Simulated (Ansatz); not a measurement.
# CH5BrClGeN: the cost of one run

All numbers below are computed with Ansatz 0.2.0 (RKS PBE-D4/def2-SVP).

## (1) The structure to begin with

Bond lengths: N1–C2 1.479 Å, C2–Ge3 1.935 Å, Ge3–Cl4 2.159 Å, Ge3–Br5 2.359 Å, N1–H6 1.030 Å, N1–H7 1.089 Å, C2–H8 1.064 Å, C2–H9 1.106 Å, Ge3–H10 1.504 Å. Angles (14 of 15 angles, heavy atoms first): N1–C2–Ge3 108.2°, C2–Ge3–Cl4 110.7°, C2–Ge3–Br5 109.5°, Cl4–Ge3–Br5 106.4°, N1–C2–H8 111.1°, N1–C2–H9 109.2°, Ge3–C2–H8 108.0°, Ge3–C2–H9 110.9°, C2–N1–H6 108.1°, C2–N1–H7 104.1°, C2–Ge3–H10 110.8°, Cl4–Ge3–H10 110.7°, Br5–Ge3–H10 108.6°, H8–C2–H9 109.4°.

Coordinates:

```xyz
10

N    -0.1579    0.6613    1.3393
C    -0.6623    0.4505   -0.0352
Ge    0.3732   -0.9677   -0.8470
Cl    0.3354   -2.7421    0.3825
Br    2.6335   -0.3080   -0.9922
H     0.7448    1.1535    1.2765
H    -0.8119    1.4304    1.7464
H    -1.6834    0.1501   -0.0272
H    -0.5604    1.3913   -0.6080
H    -0.1279   -1.2705   -2.2320
```

## (2) Relaxing end A

input.yaml

```yaml
crystal:
  periodic: [false, false, false]
  atoms:
    - { symbol: "N", position_ang: [-0.1579, 0.6613, 1.3393] }
    - { symbol: C, position_ang: [-0.6623, 0.4505, -0.0352] }
    - { symbol: Ge, position_ang: [0.3732, -0.9677, -0.847] }
    - { symbol: Cl, position_ang: [0.3354, -2.7421, 0.3825] }
    - { symbol: Br, position_ang: [2.6335, -0.308, -0.9922] }
    - { symbol: H, position_ang: [0.7448, 1.1535, 1.2765] }
    - { symbol: H, position_ang: [-0.8119, 1.4304, 1.7464] }
    - { symbol: H, position_ang: [-1.6834, 0.1501, -0.0272] }
    - { symbol: H, position_ang: [-0.5604, 1.3913, -0.608] }
    - { symbol: H, position_ang: [-0.1279, -1.2705, -2.232] }
basis:
  gaussian: { orbitals: def2-SVP }
hamiltonian:
  xc: pbe
  dispersion: d4
relax:
  f_tol: 0.015
  max_steps: 40
output:
  orbitals: {}
```

The run is started by

```bash
$ ansatz run input.yaml --threads 2 --pin off --max-ram 3072MiB --backend cpu --events-out ev --progress --plain --runs-dir out
```

**Question.** How long does this run take on 2 threads of Arm Neoverse V1, shared host, and how much memory does it need?

About 38 s, with a peak of 0.2 GiB.
